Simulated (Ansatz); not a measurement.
# W: the cost of one run

Program: Ansatz 0.2.0. Level of theory: DFT PBEsol, scalar-relativistic, plane waves, PAW. These are calculated values, not measurements.

4 further runs of the same task are left out: 4 set aside as unsound or not needed.

## Step 1: The system as given

Symmetry: Fm-3m, No. 225, cubic system. Conventional cell: a = 4.000 Å, b = 4.000 Å, c = 4.000 Å, α = 90.00°, β = 90.00°, γ = 90.00°. Around W (site symmetry m-3m) lie 12 W at 2.83 Å.

Coordinates:

```cif
data_structure
_symmetry_space_group_name_H-M 'Fm-3m'
_symmetry_Int_Tables_number 225
_cell_length_a 3.9999
_cell_length_b 3.9999
_cell_length_c 3.9999
_cell_angle_alpha 90.000
_cell_angle_beta 90.000
_cell_angle_gamma 90.000
_cell_volume 64.00
loop_
_atom_site_label
_atom_site_type_symbol
_atom_site_symmetry_multiplicity
_atom_site_Wyckoff_symbol
_atom_site_fract_x
_atom_site_fract_y
_atom_site_fract_z
_atom_site_occupancy
W1 W 4 a 0.00000 0.00000 0.00000 1
```

This cell was relaxed beforehand with the same method: volume 16.00 Å³/atom, gap on the mesh none (metal).

## Step 2: Phonons at rest

input.yaml

```yaml
crystal:
  lattice:
    - [0.0, 1.9999602753, 1.9999602753]
    - [1.9999602753, 0.0, 1.9999602753]
    - [1.9999602753, 1.9999602753, 0.0]
  atoms:
    - { symbol: W, position: [0.0, 0.0, 0.0] }
basis:
  ecutwfc: 420
kpoints:
  mp_grid: { grid: [20, 20, 20] }
hamiltonian:
  xc: pbesol
scf:
  occupations: { method: fermi_dirac, width: 0.15 }
output:
  eigenvalues: true
phonons:
  method: dfpt
  eigenvectors: true
  qmesh: [2, 2, 2]
  temperatures: { t_max: 1000, t_step: 100 }
  qpath:
    path:
      - [[0.0, 0.0, 0.0], [0.5, 0.0, 0.5], [0.625, 0.25, 0.625]]
      - [[0.375, 0.375, 0.75], [0.0, 0.0, 0.0], [0.5, 0.5, 0.5], [0.5, 0.25, 0.75], [0.5, 0.0, 0.5]]
    npoints: 8
```

On the command line:

```bash
> ansatz run input.yaml --threads 1 --pin off --max-ram 3072MiB --backend cpu --events-out ev --progress --plain --runs-dir out
```

**Question.** How long does this run take on 1 thread of Intel Xeon Platinum 8259CL at 2.50GHz (Skylake/Cascade Lake), shared host, and how much memory does it need?

About 80 s, with a peak of 1.2 GiB.
